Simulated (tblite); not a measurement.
# C14H12O2: the cost of one run

Programs: tblite 0.8.0 and PySCF 2.14.0, with routines of our own; each step states its level. All values are computed. Atoms count from 0.

## Step 1: The starting structure

28 atoms, charge 0, multiplicity 1; geometry from: force field or distance geometry start.

## Step 2: Geometry optimisation with GFN2-xTB

Job settings and geometry (Å):

```
{"job": {"kind": "relax", "xc": "GFN2-xTB", "basis": "xTB"}, "charge": 0, "multiplicity": 1}
O      0.565300     0.277500    -3.510900
C      0.109600     0.169000    -2.177000
C     -1.160700     0.039400    -2.007500
C     -1.871700    -0.097600    -0.769500
C     -2.841700     0.814800    -0.403500
C     -3.617400     0.703000     0.726400
C     -3.381400    -0.385500     1.530500
C     -2.426500    -1.344100     1.254500
C     -1.672200    -1.206100     0.099400
C      1.118200     0.209800    -1.139000
C      2.432700    -0.005800    -1.549600
C      3.487200     0.074100    -0.662800
C      3.310700     0.376300     0.677800
O      4.415600     0.443200     1.512900
C      2.015800     0.600300     1.084500
C      0.947300     0.510700     0.196600
H      0.793000    -0.614900    -3.936600
H     -1.804100     0.046500    -2.916900
H     -3.017900     1.683000    -1.047800
H     -4.352000     1.454200     0.962500
H     -3.970400    -0.508300     2.444800
H     -2.279200    -2.205300     1.921000
H     -0.908100    -1.927500    -0.157700
H      2.683400    -0.253700    -2.581000
H      4.482000    -0.098100    -1.048900
H      5.111600    -0.302200     1.549200
H      1.811700     0.835500     2.124500
H     -0.001500     0.739000     0.596200
```

Run with:

```console
$ OMP_NUM_THREADS=1 python excited_run.py task.json out
```

The driver reads the jobs from task.json and runs them one after another.

**Question.** How long does this first job take on 1 thread of Intel Xeon Platinum 8259CL at 2.50GHz, shared host, and how much memory does it need?

About 4.2 s, with a peak of 0.18 GiB.
